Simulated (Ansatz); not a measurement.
# Si16B: the cost of one run

Method: DFT PBE+D3(BJ), plane waves, PAW, scalar-relativistic, collinear spin, in Ansatz 0.2.0.

## 1. Starting point

The cell holds 17 atoms (BSi16): a = 7.679 Å, b = 7.679 Å, c = 7.679 Å, α = 60.00°, β = 60.00°, γ = 60.00°.

Coordinates:

```xyz
17
Lattice="0.0000 5.4300 5.4300 5.4300 0.0000 5.4300 5.4300 5.4300 0.0000" Properties=species:S:1:pos:R:3 pbc="T T T"
Si    0.0000    0.0000    0.0000
Si    1.3575    1.3575    1.3575
Si    2.7150    2.7150    0.0000
Si    4.0725    4.0725    1.3575
Si    2.7150    0.0000    2.7150
Si    4.0725    1.3575    4.0725
Si    5.4300    2.7150    2.7150
Si    6.7875    4.0725    4.0725
Si    0.0000    2.7150    2.7150
Si    1.3575    4.0725    4.0725
Si    2.7150    5.4300    2.7150
Si    4.0725    6.7875    4.0725
Si    2.7150    2.7150    5.4300
Si    4.0725    4.0725    6.7875
Si    5.4300    5.4300    5.4300
Si    6.7875    6.7875    6.7875
B     9.4948    6.7572    6.7803
```

## 2. Preparing the start

input.yaml reads:

```yaml
accuracy: low
crystal:
  lattice:
    - [0.0, 5.43, 5.43]
    - [5.43, 0.0, 5.43]
    - [5.43, 5.43, 0.0]
  atoms:
    - { symbol: Si, position: [0.0, 0.0, 0.0] }
    - { symbol: Si, position: [0.125, 0.125, 0.125] }
    - { symbol: Si, position: [0.0, 0.0, 0.5] }
    - { symbol: Si, position: [0.125, 0.125, 0.625] }
    - { symbol: Si, position: [0.0, 0.5, 0.0] }
    - { symbol: Si, position: [0.125, 0.625, 0.125] }
    - { symbol: Si, position: [0.0, 0.5, 0.5] }
    - { symbol: Si, position: [0.125, 0.625, 0.625] }
    - { symbol: Si, position: [0.5, 0.0, 0.0] }
    - { symbol: Si, position: [0.625, 0.125, 0.125] }
    - { symbol: Si, position: [0.5, 0.0, 0.5] }
    - { symbol: Si, position: [0.625, 0.125, 0.625] }
    - { symbol: Si, position: [0.5, 0.5, 0.0] }
    - { symbol: Si, position: [0.625, 0.625, 0.125] }
    - { symbol: Si, position: [0.5, 0.5, 0.5] }
    - { symbol: Si, position: [0.625, 0.625, 0.625] }
    - { symbol: B, position: [0.3722538, 0.8764234, 0.8721629], spin: 1.0 }
magnetization:
  spin_polarized: true
basis:
  ecutwfc: 420.0
kpoints:
  mp_grid: { grid: [2, 2, 2] }
hamiltonian:
  xc: pbe
  dispersion: d3bj
  pseudopotentials: { kind: paw, azcp: { folder: soft_1 } }
scf:
  occupations: { method: fermi_dirac, width: 0.02 }
  lower_state_search: "off"
relax:
  f_tol: 0.08
  max_steps: 25
  adjacent_minimum: "off"
```

The run is started by

```bash
$ ansatz run input.yaml --threads 1 --pin off --max-ram 3072MiB --backend cpu --events-out ev --progress --plain --runs-dir out
```

**Question.** How long does this run take on 1 thread of AMD EPYC 7R43 (Zen 3), shared host, and how much memory does it need?

About 44 s, with a peak of 0.69 GiB.
